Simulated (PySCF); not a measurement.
# C5H7N2: the cost of one run

Computed with PySCF 2.14.0 and routines of our own; the level stands in each step. Atoms count from 0.

## 1. The system as given

14 atoms, charge 1, multiplicity 1; geometry from: GFN2-xTB.

## 2. Magnetic properties: GIAO wB97X-D/pcSseg-1

Job settings and geometry (Å):

```
{"job": {"kind": "mag", "xc": "wB97X-D", "basis": "pcSseg-1", "isotopologues": 2}, "charge": 1, "multiplicity": 1}
N      3.459715     0.977968     0.045842
C      2.342667     0.736515     0.033146
C      0.967097     0.416954     0.017905
C     -0.053430     1.207213     0.346989
C     -1.358890     0.496101     0.178086
N     -0.952525    -0.939770     0.007812
C      0.481678    -0.943242    -0.423163
H      0.005426     2.228377     0.673754
H     -2.026869     0.619724     1.031757
H     -1.874847     0.854459    -0.718154
H     -1.556393    -1.437983    -0.653030
H     -1.028917    -1.416561     0.912811
H      1.038290    -1.762768     0.034915
H      0.556319    -1.037461    -1.510837
```

Level: GIAO wB97X-D/pcSseg-1 magnetisability, rotational g tensor and spin-rotation constants, non-relativistic, gas phase.

Command:

```console
$ OMP_NUM_THREADS=1 python excited_run.py task.json out
```

One launch serves the whole session: the jobs run in the order shown.

Q: Estimate the wall time and peak memory of this first job on 1 thread of AMD EPYC 7B13, shared host.

About 22 s, with a peak of 0.78 GiB.
